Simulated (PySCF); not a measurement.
**[Dy(O2)]+: other functionals and bases at one geometry**

How far do other levels of theory move the description of [Dy(O2)]+, and what does each cost? The structure is generated, not taken from experiment.

Computed with PySCF 2.14.0. Level: several levels, as the steps say, no spin–orbit coupling.

3 further runs of the same task are left out: 2 for a known fault of the program, 1 that didn't finish.

## (1) The starting structure

3 atoms, charge 1, spin multiplicity 1.

Bond lengths: Dy1–O2 1.975 Å, Dy1–O3 1.975 Å. Angles: O2–Dy1–O3 44.7°.

Coordinates:

```xyz
3
DyO2
Dy    0.0000    0.0000   -0.1735
O     0.7511    0.0000    1.6533
O    -0.7511    0.0000    1.6533
```

Formal oxidation states: Dy +3. Each metal's 9 4f electrons lie in its core potential, so multiplicities, spins and levels count the valence alone. An earlier session relaxed this geometry at PBE, Dy lcecp-1-SVP with ECP55, O def2-SVP (singlet, point group C2v).

At PBE on the finer grid: E = -186.987772 Eh, HOMO -10.89 eV, LUMO -8.70 eV, Mulliken charge on Dy1 +1.31 e, largest force component 0.005 eV/Å. 

Levels to run: HF; TPSS; BP86; TPSSh; PBE, TZVP. Hardware: 2 threads of Arm Neoverse V2, shared host.

## (2) HF

run.py (the lines that set the calculation)

```python
mol = gto.M(atom='''
Dy     0.00000     0.00000    -0.17349
O      0.75115     0.00000     1.65331
O     -0.75115     0.00000     1.65331''',
    basis={'Dy': 'lcecp-1-SVP', 'O': 'def2-SVP'},
    ecp={'Dy': 'lcecp-1-SVP'},
    charge=1, spin=0)
mf = scf.RHF(mol)
mf = mf.density_fit()  # fitting sets: Dy AutoAux, O def2-universal-JKFIT
mf.conv_tol = 1e-08; mf.max_cycle = 55
mf.kernel(dm0)  # dm0: the density of the relaxed state
```

Launch:

```bash
OMP_NUM_THREADS=2 python run.py
```

Log:

```text
init E= -185.887256384454
  HOMO = -0.601569517502327  LUMO = -0.190675005774935  gap/eV = 11.18101
cycle= 1 E= -185.931274882429  delta_E= -0.044  |g|= 0.146  |ddm|= 0.587
  HOMO = -0.55827858743169  LUMO = -0.219861545332538  gap/eV = 9.20880
cycle= 2 E= -185.934289037337  delta_E= -0.00301  |g|= 0.0938  |ddm|= 0.233
  HOMO = -0.584063842449194  LUMO = -0.214139254440266  gap/eV = 10.06616
cycle= 3 E= -185.936513889112  delta_E= -0.00222  |g|= 0.0231  |ddm|= 0.0926
  HOMO = -0.580612410542084  LUMO = -0.214831981696928  gap/eV = 9.95339
cycle= 4 E= -185.936760884454  delta_E= -0.000247  |g|= 0.00581  |ddm|= 0.0369
  HOMO = -0.58142450943652  LUMO = -0.215325345450808  gap/eV = 9.96207
cycle= 5 E= -185.936806120131  delta_E= -4.52e-05  |g|= 0.002  |ddm|= 0.0192
  HOMO = -0.581956193093692  LUMO = -0.215187989227655  gap/eV = 9.98027
cycle= 6 E= -185.936811909104  delta_E= -5.79e-06  |g|= 0.000533  |ddm|= 0.00731
  HOMO = -0.582100261890346  LUMO = -0.215169425399239  gap/eV = 9.98470
cycle= 7 E= -185.936812255884  delta_E= -3.47e-07  |g|= 0.000167  |ddm|= 0.00172
  HOMO = -0.582101806839766  LUMO = -0.215177084149794  gap/eV = 9.98453
cycle= 8 E= -185.936812288268  delta_E= -3.24e-08  |g|= 4.84e-05  |ddm|= 0.000508
  HOMO = -0.582108743217571  LUMO = -0.215172222292018  gap/eV = 9.98485
cycle= 9 E= -185.936812290559  delta_E= -2.29e-09  |g|= 2.28e-05  |ddm|= 0.000143
  HOMO = -0.582108743475231  LUMO = -0.215172170451336  gap/eV = 9.98485
Extra cycle  E= -185.936812290629  delta_E= -7.01e-11  |g|= 2.2e-05  |ddm|= 2.99e-05
converged SCF energy = -185.936812290629
```

Wall time 0.9 s (2 threads of Arm Neoverse V2, shared host).

It gives: E = -185.936812 Eh, HOMO -15.84 eV, LUMO -5.86 eV, Mulliken charge on Dy1 +1.75 e, largest force component 1.181 eV/Å. 

## (3) TPSS

run.py (the lines that set the calculation), as its differences from that of step 2:

```diff
@@ -7,3 +7,4 @@
     charge=1, spin=0)
-mf = scf.RHF(mol)
+mf = dft.RKS(mol, xc='TPSS')
+mf.grids.atom_grid = (75, 302)  # f atoms: unpruned, at least (60, 302)
 mf = mf.density_fit()  # fitting sets: Dy AutoAux, O def2-universal-JKFIT
```

Launch:

```bash
OMP_NUM_THREADS=2 python run.py
```

Log:

```text
init E= -187.146333132166
  HOMO = -0.406822861793408  LUMO = -0.308051251752104  gap/eV = 2.68771
cycle= 1 E= -187.144080878482  delta_E= 0.00225  |g|= 0.104  |ddm|= 0.155
  HOMO = -0.375106480674418  LUMO = -0.317651436572799  gap/eV = 1.56343
cycle= 2 E= -187.081450747136  delta_E= 0.0626  |g|= 0.518  |ddm|= 0.545
  HOMO = -0.398556742930261  LUMO = -0.310224631437755  gap/eV = 2.40364
cycle= 3 E= -187.146936750205  delta_E= -0.0655  |g|= 0.013  |ddm|= 0.436
  HOMO = -0.399046705743967  LUMO = -0.310197966793446  gap/eV = 2.41770
cycle= 4 E= -187.146973493986  delta_E= -3.67e-05  |g|= 0.00335  |ddm|= 0.00804
  HOMO = -0.399249161811674  LUMO = -0.310117792749377  gap/eV = 2.42539
cycle= 5 E= -187.146976544581  delta_E= -3.05e-06  |g|= 0.000544  |ddm|= 0.00297
  HOMO = -0.399265347320206  LUMO = -0.310093391323292  gap/eV = 2.42649
cycle= 6 E= -187.146976619722  delta_E= -7.51e-08  |g|= 0.000225  |ddm|= 0.00061
  HOMO = -0.399267439251929  LUMO = -0.310092923093507  gap/eV = 2.42656
cycle= 7 E= -187.146976629554  delta_E= -9.83e-09  |g|= 3.24e-05  |ddm|= 0.000161
  HOMO = -0.399269680072706  LUMO = -0.310096816571129  gap/eV = 2.42652
Extra cycle  E= -187.146976627085  delta_E= 2.47e-09  |g|= 0.000115  |ddm|= 0.000103
converged SCF energy = -187.146976627085
```

Wall time 2.2 s (2 threads of Arm Neoverse V2, shared host).

Result: E = -187.146977 Eh, HOMO -10.86 eV, LUMO -8.44 eV, Mulliken charge on Dy1 +1.37 e, largest force component 0.316 eV/Å. 

## (4) BP86

run.py (the lines that set the calculation), as its differences from that of step 3:

```diff
@@ -7,3 +7,3 @@
     charge=1, spin=0)
-mf = dft.RKS(mol, xc='TPSS')
+mf = dft.RKS(mol, xc='B88,P86')
 mf.grids.atom_grid = (75, 302)  # f atoms: unpruned, at least (60, 302)
```

Launch:

```bash
OMP_NUM_THREADS=2 python run.py
```

Log:

```text
init E= -187.185128446073
  HOMO = -0.405259008433358  LUMO = -0.315326588583414  gap/eV = 2.44719
cycle= 1 E= -187.185154163349  delta_E= -2.57e-05  |g|= 0.0147  |ddm|= 0.0329
  HOMO = -0.400360098671186  LUMO = -0.316000558001495  gap/eV = 2.29554
cycle= 2 E= -187.184186487094  delta_E= 0.000968  |g|= 0.0638  |ddm|= 0.0707
  HOMO = -0.403956938258258  LUMO = -0.315055366350521  gap/eV = 2.41913
cycle= 3 E= -187.185209251813  delta_E= -0.00102  |g|= 0.000643  |ddm|= 0.0569
  HOMO = -0.403914314527107  LUMO = -0.31503442860074  gap/eV = 2.41854
cycle= 4 E= -187.185209344852  delta_E= -9.3e-08  |g|= 0.000159  |ddm|= 0.000666
  HOMO = -0.403923378269646  LUMO = -0.315032185498346  gap/eV = 2.41885
cycle= 5 E= -187.185209350734  delta_E= -5.88e-09  |g|= 4.08e-05  |ddm|= 0.000122
  HOMO = -0.403928560072377  LUMO = -0.315029338649129  gap/eV = 2.41907
Extra cycle  E= -187.185209345019  delta_E= 5.71e-09  |g|= 0.00017  |ddm|= 0.000151
converged SCF energy = -187.185209345019
```

Run time: 1.6 s. Hardware: 2 threads of Arm Neoverse V2, shared host.

Read off: E = -187.185209 Eh, HOMO -10.99 eV, LUMO -8.57 eV, Mulliken charge on Dy1 +1.32 e, largest force component 0.146 eV/Å. 

## (5) TPSSh

run.py (the lines that set the calculation), as its differences from that of step 4:

```diff
@@ -7,3 +7,3 @@
     charge=1, spin=0)
-mf = dft.RKS(mol, xc='B88,P86')
+mf = dft.RKS(mol, xc='TPSSH')
 mf.grids.atom_grid = (75, 302)  # f atoms: unpruned, at least (60, 302)
```

Launch:

```bash
OMP_NUM_THREADS=2 python run.py
```

Log:

```text
init E= -187.111452278135
  HOMO = -0.430570049308866  LUMO = -0.296076400731849  gap/eV = 3.65976
cycle= 1 E= -187.108483130646  delta_E= 0.00297  |g|= 0.133  |ddm|= 0.235
  HOMO = -0.388362321440983  LUMO = -0.310768490797596  gap/eV = 2.11144
cycle= 2 E= -187.042003201891  delta_E= 0.0665  |g|= 0.543  |ddm|= 0.598
  HOMO = -0.418125773969461  LUMO = -0.301262931398231  gap/eV = 3.18000
cycle= 3 E= -187.113279773707  delta_E= -0.0713  |g|= 0.0155  |ddm|= 0.452
  HOMO = -0.418734563930805  LUMO = -0.300611509006512  gap/eV = 3.21429
cycle= 4 E= -187.113341213204  delta_E= -6.14e-05  |g|= 0.00208  |ddm|= 0.0137
  HOMO = -0.418978179478113  LUMO = -0.300617097903611  gap/eV = 3.22077
cycle= 5 E= -187.11334221344  delta_E= -1e-06  |g|= 0.000184  |ddm|= 0.00176
  HOMO = -0.418982892019347  LUMO = -0.300603674617417  gap/eV = 3.22126
cycle= 6 E= -187.113342223017  delta_E= -9.58e-09  |g|= 9.75e-05  |ddm|= 0.000319
  HOMO = -0.418963990749187  LUMO = -0.300609831856473  gap/eV = 3.22058
Extra cycle  E= -187.113342204939  delta_E= 1.81e-08  |g|= 0.000303  |ddm|= 0.000302
converged SCF energy = -187.113342204939
```

It took 2 s on 2 threads of Arm Neoverse V2, shared host.

Result: E = -187.113342 Eh, HOMO -11.40 eV, LUMO -8.18 eV, Mulliken charge on Dy1 +1.41 e, largest force component 0.247 eV/Å. 

## (6) PBE, TZVP

Basis: Dy lcecp-1-TZVP with ECP55, O def2-TZVP. 

run.py (the lines that set the calculation)

```python
mol = gto.M(atom='''
Dy     0.00000     0.00000    -0.17349
O      0.75115     0.00000     1.65331
O     -0.75115     0.00000     1.65331''',
    basis={'Dy': 'lcecp-1-TZVP', 'O': 'def2-TZVP'},
    ecp={'Dy': 'lcecp-1-TZVP'},
    charge=1, spin=0)
mf = dft.RKS(mol, xc='PBE')
mf.grids.atom_grid = (75, 302)  # f atoms: unpruned, at least (60, 302)
mf = mf.density_fit()  # fitting sets: Dy AutoAux, O def2-universal-JKFIT
mf.conv_tol = 1e-08; mf.max_cycle = 55
mf.kernel(dm0)  # dm0: free metal ions and neutral atoms
```

Launch:

```bash
OMP_NUM_THREADS=2 python run.py
```

Log:

```text
init E= -187.138910091601
  HOMO = -0.57794106937488  LUMO = -0.400173273793591  gap/eV = 4.83731
cycle= 1 E= -186.916594635575  delta_E= 0.222  |g|= 1.01  |ddm|= 1.92
  HOMO = -0.35850447877786  LUMO = -0.328883431914836  gap/eV = 0.80603
cycle= 2 E= -172.702065744736  delta_E= 14.2  |g|= 6.63  |ddm|= 5.18
  HOMO = -0.33258956490738  LUMO = -0.302300204739527  gap/eV = 0.82422
cycle= 3 E= -186.875798226329  delta_E= -14.2  |g|= 1.22  |ddm|= 4.76
  HOMO = -0.376019257179536  LUMO = -0.317593684335296  gap/eV = 1.58984
cycle= 4 E= -187.151627748932  delta_E= -0.276  |g|= 0.322  |ddm|= 0.426
  HOMO = -0.39470798622861  LUMO = -0.314625998451032  gap/eV = 2.17914
cycle= 5 E= -187.174523336826  delta_E= -0.0229  |g|= 0.0439  |ddm|= 0.196
  HOMO = -0.396362199381606  LUMO = -0.316154288349527  gap/eV = 2.18257
cycle= 6 E= -187.174887803482  delta_E= -0.000364  |g|= 0.00646  |ddm|= 0.0317
  HOMO = -0.396347515400226  LUMO = -0.316765552979177  gap/eV = 2.16554
cycle= 7 E= -187.174894916214  delta_E= -7.11e-06  |g|= 0.00402  |ddm|= 0.00822
  HOMO = -0.396381093827667  LUMO = -0.316594354944449  gap/eV = 2.17111
cycle= 8 E= -187.174899120221  delta_E= -4.2e-06  |g|= 0.000137  |ddm|= 0.00308
  HOMO = -0.396404799970004  LUMO = -0.31660737758752  gap/eV = 2.17140
cycle= 9 E= -187.174899124378  delta_E= -4.16e-09  |g|= 2.37e-05  |ddm|= 0.000233
  HOMO = -0.396398143954634  LUMO = -0.316606910585215  gap/eV = 2.17123
Extra cycle  E= -187.174899123707  delta_E= 6.71e-10  |g|= 5.87e-05  |ddm|= 4.83e-05
converged SCF energy = -187.174899123707
```

Run time: 4.9 s. Hardware: 2 threads of Arm Neoverse V2, shared host.

Result: E = -187.174899 Eh, HOMO -10.79 eV, LUMO -8.62 eV, Mulliken charge on Dy1 +1.53 e, largest force component 0.364 eV/Å. 

## (7) Results

| level | state | HOMO (eV) | gap (eV) | charge on Dy1 (e) | dipole (D) | largest force (eV/Å) | basis functions | time |
| --- | --- | --- | --- | --- | --- | --- | --- | --- |
| PBE (relaxed here) | singlet | -10.89 | 2.20 | 1.31 | 7.17 | 0.00 | 61 | 2.9 s |
| HF | singlet | -15.84 | 9.98 | 1.75 | 10.23 | 1.18 | 61 | 0.9 s |
| TPSS | singlet | -10.86 | 2.43 | 1.37 | 7.49 | 0.32 | 61 | 2.2 s |
| BP86 | singlet | -10.99 | 2.42 | 1.32 | 7.21 | 0.15 | 61 | 1.6 s |
| TPSSh | singlet | -11.40 | 3.22 | 1.41 | 7.82 | 0.25 | 61 | 2 s |
| PBE, TZVP | singlet | -10.79 | 2.17 | 1.53 | 7.28 | 0.36 | 109 | 4.9 s |

Times are on 2 threads of Arm Neoverse V2, shared host; the first row also made further properties. The dipole of a charged species depends on the origin, so these sizes hold for this origin alone.

In one basis the HOMO–LUMO gap runs from 2.20 eV (PBE) to 9.98 eV (HF). The largest leftover force, 1.18 eV/Å with HF, stands at a geometry relaxed at another level. The Mulliken charge on Dy spans +1.31 to +1.75 e over the levels. With 4f in the core, its levels are missing from HOMO and gap. Total energies of different levels can't be compared. Spin–orbit coupling is left out throughout.
